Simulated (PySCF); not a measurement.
**One shape, several levels: CH10BNSi2 (SMILES B[SiH]([SiH3])NC)**

We compute a comparison of 4 runs (HF/STO-3G, HF/6-31+G*, PBE0/6-31G*, B3LYP/6-31G*) of CH10BNSi2. 

Program for the calculation: PySCF 2.14.0.

## Step 1: The structure to begin with

CH10BNSi2: 15 atoms, total charge 0, spin state singlet. SMILES: `B[SiH]([SiH3])NC`. Geometry: relaxed at GFN2-xTB. This is one conformer, not always the lowest.

Bond lengths: B1–Si2 1.945 Å, Si2–Si3 2.344 Å, Si2–N4 1.745 Å, N4–C5 1.443 Å, B1–H6 1.172 Å, B1–H7 1.173 Å, Si2–H8 1.479 Å, Si3–H9 1.465 Å, Si3–H10 1.471 Å, Si3–H11 1.467 Å, N4–H12 1.009 Å, C5–H13 1.089 Å, C5–H14 1.092 Å, C5–H15 1.098 Å. Some angles: B1–Si2–Si3 106.8°, B1–Si2–N4 119.7°, Si3–Si2–N4 104.1°, Si2–N4–C5 121.7°, B1–Si2–H8 118.0°, Si3–Si2–H8 108.2°, N4–Si2–H8 98.9°, Si2–B1–H6 121.7°, Si2–B1–H7 121.9°, Si2–Si3–H9 114.8°.

## Step 2: Energy and forces at HF/STO-3G (run 1)

Input file job.py:

```python
# B[SiH]([SiH3])NC
import pyscf.grad
from pyscf import gto

mol = gto.M(
    atom=[
    ('B', (-1.313730, 1.615550, 0.801920)),
    ('Si', (-0.505730, -0.153150, 0.847930)),
    ('Si', (1.805150, 0.165120, 1.073060)),
    ('N', (-0.657050, -1.208610, -0.533330)),
    ('C', (-0.331630, -0.763590, -1.866430)),
    ('H', (-1.455320, 2.252420, 1.775330)),
    ('H', (-1.559320, 2.158600, -0.208880)),
    ('H', (-0.947080, -1.091430, 1.902830)),
    ('H', (2.599170, -1.065440, 1.068690)),
    ('H', (2.389490, 1.008430, 0.019350)),
    ('H', (2.120870, 0.852460, 2.329930)),
    ('H', (-1.452720, -1.829570, -0.546660)),
    ('H', (0.589020, -0.182520, -1.828310)),
    ('H', (-0.168290, -1.622380, -2.521110)),
    ('H', (-1.112820, -0.135880, -2.314310)),
],
    max_memory=1860,
    verbose=3,
    basis='sto-3g',
)

myscf = mol.RHF()
myscf.conv_tol = 1e-10
myscf.kernel()
if not myscf.converged:
    myscf = myscf.newton().run(myscf.mo_coeff, myscf.mo_occ)

e_tot = myscf.e_tot
print('Final energy', e_tot)
grad = myscf.Gradients().kernel()
myscf.analyze()
```

Started as:

```
$ OMP_NUM_THREADS=1 python job.py
```

Log:

```text
converged SCF energy = -692.541233548827
Final energy -692.5412335488265
--------------- RHF gradients ---------------
         x                y                z
0 B     0.0060307173    -0.0139551488     0.0011777482
1 Si    -0.0322844153     0.0347303937    -0.0205844009
2 Si    -0.0091532873    -0.0087771333    -0.0041144514
3 N    -0.0037497549    -0.0017623834    -0.0140100616
4 C     0.0005747428    -0.0049479067     0.0147007548
5 H    -0.0001430012     0.0059127823     0.0054238247
6 H    -0.0008311259     0.0053373970    -0.0070919678
7 H    -0.0044417843    -0.0276216368     0.0122603797
8 H     0.0165989064    -0.0155814509    -0.0001469848
9 H     0.0138411413     0.0133456373    -0.0156532524
10 H     0.0068029966     0.0108272789     0.0183277879
11 H     0.0109864553     0.0058018355    -0.0003453328
12 H    -0.0003344164    -0.0004418794     0.0046389978
13 H    -0.0003781963    -0.0028450745     0.0021000504
14 H    -0.0035189780    -0.0000227108     0.0033169081
----------------------------------------------
**** MO energy ****
MO #1   energy= -67.9720107831525  occ= 2
MO #2   energy= -67.9386838206465  occ= 2
MO #3   energy= -15.2352117233677  occ= 2
MO #4   energy= -11.0595007319823  occ= 2
MO #5   energy= -7.39632721406449  occ= 2
MO #6   energy= -5.95585769364647  occ= 2
MO #7   energy= -5.92843426364696  occ= 2
MO #8   energy= -3.98166165128417  occ= 2
MO #9   energy= -3.98076253837666  occ= 2
MO #10  energy= -3.9802924193569   occ= 2
MO #11  energy= -3.95376144606721  occ= 2
MO #12  energy= -3.95307538672274  occ= 2
MO #13  energy= -3.9530036508515   occ= 2
MO #14  energy= -1.09003426046447  occ= 2
MO #15  energy= -0.844202631889448 occ= 2
MO #16  energy= -0.72015360350305  occ= 2
MO #17  energy= -0.660125716487398 occ= 2
MO #18  energy= -0.60760383138739  occ= 2
MO #19  energy= -0.568572525084037 occ= 2
MO #20  energy= -0.545575112702369 occ= 2
MO #21  energy= -0.492829542602002 occ= 2
MO #22  energy= -0.472951966740197 occ= 2
MO #23  energy= -0.423411099293626 occ= 2
MO #24  energy= -0.414775689953475 occ= 2
MO #25  energy= -0.400309314257486 occ= 2
MO #26  energy= -0.385144621279273 occ= 2
MO #27  energy= -0.332809574935914 occ= 2
MO #28  energy= -0.254381360142103 occ= 2
MO #29  energy= 0.212579101405602  occ= 0
MO #30  energy= 0.422961845576095  occ= 0
MO #31  energy= 0.448684291546353  occ= 0
MO #32  energy= 0.517048419607192  occ= 0
MO #33  energy= 0.528729788938122  occ= 0
MO #34  energy= 0.582402604326097  occ= 0
MO #35  energy= 0.6061260870928    occ= 0
MO #36  energy= 0.646912723384799  occ= 0
MO #37  energy= 0.668942832706349  occ= 0
MO #38  energy= 0.715950463646128  occ= 0
MO #39  energy= 0.733876296748278  occ= 0
MO #40  energy= 0.761019720091967  occ= 0
MO #41  energy= 0.77753754908569   occ= 0
MO #42  energy= 0.813777808227591  occ= 0
MO #43  energy= 0.830360608150029  occ= 0
 ** Mulliken atomic charges  **
charge of    0B =      0.01097
charge of    1Si =      0.52681
charge of    2Si =      0.40413
charge of    3N =     -0.39316
charge of    4C =     -0.02948
charge of    5H =     -0.04956
charge of    6H =     -0.04966
charge of    7H =     -0.14357
charge of    8H =     -0.13752
charge of    9H =     -0.14804
charge of   10H =     -0.14966
charge of   11H =      0.09373
charge of   12H =      0.02518
charge of   13H =      0.02899
charge of   14H =      0.01084
Dipole moment(X, Y, Z, Debye): -1.48506,  0.51201,  0.03418
```

Run time: 9.3 s. Hardware: 1 thread of Intel Xeon at 2.50GHz (Skylake/Cascade Lake), shared host; peak memory 0.12 GiB.

## Step 3: Energy and gradient at HF/6-31+G(d) (spherical functions) (run 2)

Input file input.py:

```python
# B[SiH]([SiH3])NC
import pyscf.grad
from pyscf import gto

system = gto.M(
    atom=[
    ('B', (-1.313730, 1.615550, 0.801920)),
    ('Si', (-0.505730, -0.153150, 0.847930)),
    ('Si', (1.805150, 0.165120, 1.073060)),
    ('N', (-0.657050, -1.208610, -0.533330)),
    ('C', (-0.331630, -0.763590, -1.866430)),
    ('H', (-1.455320, 2.252420, 1.775330)),
    ('H', (-1.559320, 2.158600, -0.208880)),
    ('H', (-0.947080, -1.091430, 1.902830)),
    ('H', (2.599170, -1.065440, 1.068690)),
    ('H', (2.389490, 1.008430, 0.019350)),
    ('H', (2.120870, 0.852460, 2.329930)),
    ('H', (-1.452720, -1.829570, -0.546660)),
    ('H', (0.589020, -0.182520, -1.828310)),
    ('H', (-0.168290, -1.622380, -2.521110)),
    ('H', (-1.112820, -0.135880, -2.314310)),
],
    max_memory=1860,
    basis='6-31+g*',
    verbose=4,
)

mf = system.RHF()
mf.conv_tol = 1e-10
mf.kernel()
if not mf.converged:
    mf = mf.newton().run(mf.mo_coeff, mf.mo_occ)

etot = mf.e_tot
print('E(%s) = %.9f' % ('HF', etot))
grad = mf.Gradients().kernel()
mf.analyze()
```

Started as:

```
$ OMP_NUM_THREADS=1 python input.py
```

Log:

```text
PySCF version 2.14.0

[... 89 lines left out ...]
One-electron Energy =                -1516.062823305464008
[... 12 lines left out ...]
MO #8   energy= -4.22018937180423  occ= 2
[... 10 lines left out ...]
MO #19  energy= -0.627444110858139 occ= 2
[... 10 lines left out ...]
MO #30  energy= 0.0621739987023044 occ= 0
[... 10 lines left out ...]
MO #41  energy= 0.134622187213165  occ= 0
[... 10 lines left out ...]
MO #52  energy= 0.300078560272827  occ= 0
[... 10 lines left out ...]
MO #63  energy= 0.471084055022141  occ= 0
[... 10 lines left out ...]
MO #74  energy= 0.773373092177248  occ= 0
[... 10 lines left out ...]
MO #85  energy= 0.995437495548755  occ= 0
[... 10 lines left out ...]
MO #96  energy= 1.38071678018066   occ= 0
[... 10 lines left out ...]
MO #107 energy= 1.93532596353205   occ= 0
[... 10 lines left out ...]
MO #118 energy= 3.06528733750683   occ= 0
[... 97 lines left out ...]
pop of  4 C 3dz^2         0.00318
pop of  4 C 3dxz          0.00216
pop of  4 C 3dx2-y2       0.00130
pop of  5 H 1s            0.98869
pop of  5 H 2s            0.00425
pop of  6 H 1s            0.99067
pop of  6 H 2s            0.00407
pop of  7 H 1s            1.12719
pop of  7 H 2s            0.00126
pop of  8 H 1s            1.11040
pop of  8 H 2s            0.00135
pop of  9 H 1s            1.12775
pop of  9 H 2s            0.00131
pop of  10 H 1s           1.12795
pop of  10 H 2s           0.00143
pop of  11 H 1s           0.78129
pop of  11 H 2s           0.01100
pop of  12 H 1s           0.90962
pop of  12 H 2s           0.00697
pop of  13 H 1s           0.90253
pop of  13 H 2s           0.00767
pop of  14 H 1s           0.92553
pop of  14 H 2s           0.00692
 ** Mulliken atomic charges  **
charge of    0B =     -0.15527
charge of    1Si =      0.63708
charge of    2Si =      0.32911
charge of    3N =     -0.63599
charge of    4C =     -0.13709
charge of    5H =      0.00706
charge of    6H =      0.00526
charge of    7H =     -0.12846
charge of    8H =     -0.11175
charge of    9H =     -0.12906
charge of   10H =     -0.12937
charge of   11H =      0.20772
charge of   12H =      0.08341
charge of   13H =      0.08980
charge of   14H =      0.06754
Dipole moment(X, Y, Z, Debye): -1.80057,  0.16957, -0.79949
```

Run time: 86 s. Hardware: 1 thread of Intel Xeon at 2.50GHz (Skylake/Cascade Lake), shared host; peak memory 0.3 GiB.

## Step 4: Energy and gradient at PBE0/6-31G(d) (spherical functions) (run 3)

Input file input.py:

```python
from pyscf import gto, dft

molecule = gto.M(
    atom='''
B     -1.313730     1.615550     0.801920
Si    -0.505730    -0.153150     0.847930
Si     1.805150     0.165120     1.073060
N     -0.657050    -1.208610    -0.533330
C     -0.331630    -0.763590    -1.866430
H     -1.455320     2.252420     1.775330
H     -1.559320     2.158600    -0.208880
H     -0.947080    -1.091430     1.902830
H      2.599170    -1.065440     1.068690
H      2.389490     1.008430     0.019350
H      2.120870     0.852460     2.329930
H     -1.452720    -1.829570    -0.546660
H      0.589020    -0.182520    -1.828310
H     -0.168290    -1.622380    -2.521110
H     -1.112820    -0.135880    -2.314310
''',
    basis='6-31g*',
    verbose=3,
    max_memory=1860,
)

mf = dft.RKS(molecule, xc='pbe0')
mf.grids.level = 5
mf.conv_tol = 1e-10
mf.kernel()
if not mf.converged:
    mf = mf.newton().run(mf.mo_coeff, mf.mo_occ)

energy = mf.e_tot
print(f'total energy: {energy:.8f} hartree')
grad = mf.nuc_grad_method().kernel()
dip = mf.dip_moment()
pop, q = mf.mulliken_pop()
```

Started as:

```
$ OMP_NUM_THREADS=1 python input.py
```

Log:

```text
converged SCF energy = -702.22279032039
total energy: -702.22279032 hartree
[... 8 lines left out ...]
Dipole moment(X, Y, Z, Debye): -1.43534, -0.11219, -0.85560
[... 75 lines left out ...]
pop of  4 C 3dyz          0.01616
pop of  4 C 3dz^2         0.01192
pop of  4 C 3dxz          0.01010
pop of  4 C 3dx2-y2       0.00374
pop of  5 H 1s            0.51621
pop of  5 H 2s            0.45857
pop of  6 H 1s            0.51607
pop of  6 H 2s            0.45727
pop of  7 H 1s            0.49884
pop of  7 H 2s            0.55199
pop of  8 H 1s            0.49958
pop of  8 H 2s            0.53107
pop of  9 H 1s            0.50013
pop of  9 H 2s            0.54800
pop of  10 H 1s           0.50088
pop of  10 H 2s           0.54734
pop of  11 H 1s           0.50360
pop of  11 H 2s           0.15437
pop of  12 H 1s           0.52569
pop of  12 H 2s           0.29060
pop of  13 H 1s           0.52560
pop of  13 H 2s           0.29498
pop of  14 H 1s           0.52607
pop of  14 H 2s           0.31052
 ** Mulliken atomic charges  **
charge of    0B =     -0.11055
charge of    1Si =      0.37761
charge of    2Si =      0.08327
charge of    3N =     -0.71605
charge of    4C =     -0.37691
charge of    5H =      0.02522
charge of    6H =      0.02666
charge of    7H =     -0.05083
charge of    8H =     -0.03065
charge of    9H =     -0.04813
charge of   10H =     -0.04822
charge of   11H =      0.34203
charge of   12H =      0.18371
charge of   13H =      0.17942
charge of   14H =      0.16341
```

It took 2.1 min on 1 thread of Intel Xeon at 2.50GHz (Skylake/Cascade Lake), shared host; peak memory 1 GiB.

## Step 5: Energy and gradient at B3LYP/6-31G(d) (Cartesian functions) (run 4)

Input file calc.py:

```python
from pyscf import gto, dft

system = gto.M(
    atom='''
B     -2.482590     3.052947     1.515409
Si    -0.955691    -0.289412     1.602355
Si     3.411239     0.312032     2.027790
N     -1.241645    -2.283942    -1.007848
C     -0.626690    -1.442976    -3.527042
H     -2.750156     4.256457     3.354887
H     -2.946688     4.079163    -0.394726
H     -1.789722    -2.062504     3.595828
H      4.911719    -2.013390     2.019531
H      4.515482     1.905657     0.036566
H      4.007863     1.610916     4.402930
H     -2.745243    -3.457386    -1.033038
H      1.113086    -0.344913    -3.455005
H     -0.318022    -3.065854    -4.764207
H     -2.102925    -0.256776    -4.373412
''',
    basis='6-31g*',
    cart=True,
    unit='bohr',
    verbose=4,
    charge=0,
    max_memory=1860,
)

myscf = dft.RKS(system, xc='b3lyp')
myscf.conv_tol = 1e-10
myscf.grids.level = 5
myscf.kernel()
if not myscf.converged:
    myscf = myscf.newton().run(myscf.mo_coeff, myscf.mo_occ)

etot = myscf.e_tot
print('E(%s) = %.9f' % ('B3LYP', etot))
grad = myscf.nuc_grad_method().kernel()
dip = myscf.dip_moment()
pop, q = myscf.mulliken_pop()
```

Started as:

```
$ OMP_NUM_THREADS=1 python calc.py
```

Log:

```text
PySCF version 2.14.0

[... 86 lines left out ...]
converged SCF energy = -702.678690379004
[... 13 lines left out ...]
Dipole moment(X, Y, Z, Debye): -1.45471, -0.11861, -0.83618
[... 80 lines left out ...]
pop of  4  C 3dxz         0.00999
pop of  4  C 3dyy         0.00127
pop of  4  C 3dyz         0.01621
pop of  4  C 3dzz         0.00280
pop of  5  H 1s           0.52426
pop of  5  H 2s           0.47186
pop of  6  H 1s           0.52438
pop of  6  H 2s           0.47043
pop of  7  H 1s           0.51261
pop of  7  H 2s           0.54597
pop of  8  H 1s           0.51289
pop of  8  H 2s           0.52738
pop of  9  H 1s           0.51376
pop of  9  H 2s           0.54383
pop of  10  H 1s          0.51446
pop of  10  H 2s          0.54321
pop of  11  H 1s          0.51034
pop of  11  H 2s          0.17495
pop of  12  H 1s          0.53353
pop of  12  H 2s          0.30863
pop of  13  H 1s          0.53244
pop of  13  H 2s          0.31789
pop of  14  H 1s          0.53329
pop of  14  H 2s          0.33040
 ** Mulliken atomic charges  **
charge of    0B =     -0.05219
charge of    1Si =      0.37348
charge of    2Si =      0.09720
charge of    3N =     -0.66945
charge of    4C =     -0.30255
charge of    5H =      0.00389
charge of    6H =      0.00519
charge of    7H =     -0.05858
charge of    8H =     -0.04026
charge of    9H =     -0.05759
charge of   10H =     -0.05767
charge of   11H =      0.31472
charge of   12H =      0.15784
charge of   13H =      0.14967
charge of   14H =      0.13631
```

It took 1.7 min on 1 thread of Intel Xeon at 2.50GHz (Skylake/Cascade Lake), shared host; peak memory 1.1 GiB.

## Step 6: Overview of the runs

| run | level | integration grid | Cartesian functions | energy (Eh) | dipole moment (D) | HOMO energy (eV) | LUMO energy (eV) | wall time |
| --- | --- | --- | --- | --- | --- | --- | --- | --- |
| 1 | HF/STO-3G | – | no | -692.541234 | 1.57 | -6.92 | 5.78 | 9.3 s |
| 2 | HF/6-31+G* (spherical functions) | – | no | -700.616443 | 1.98 | -9.44 | 0.67 | 86 s |
| 3 | PBE0/6-31G* (spherical functions) | 5 | no | -702.222790 | 1.67 | -6.18 | -2.27 | 2.1 min |
| 4 | B3LYP/6-31G* (Cartesian functions) | 5 | yes | -702.678690 | 1.68 | -5.92 | -2.41 | 1.7 min |

## Step 7: Outcome

| quantity | value |
| --- | --- |
| run 4: total energy | -702.67869 Eh |
| run 4: dipole moment | 1.68 D |
| run 4: HOMO energy | -5.92 eV |
| run 4: LUMO energy | -2.41 eV |
| run 4: HOMO–LUMO gap | 3.51 eV |
| run 4: largest force on an atom | 1.359 eV/Å |

The dipole moment (its size) runs from 1.57 D (HF/STO-3G) to 1.98 D (HF/6-31+G*). The HOMO–LUMO gap runs from 3.51 eV (B3LYP/6-31G*) to 12.71 eV (HF/STO-3G). The two ends differ in method and basis. Totals of different functionals can't be ranked against each other. In run 1 the basis is minimal, so the values are rough. All runs together took 5.4 min, the longest 2.1 min.
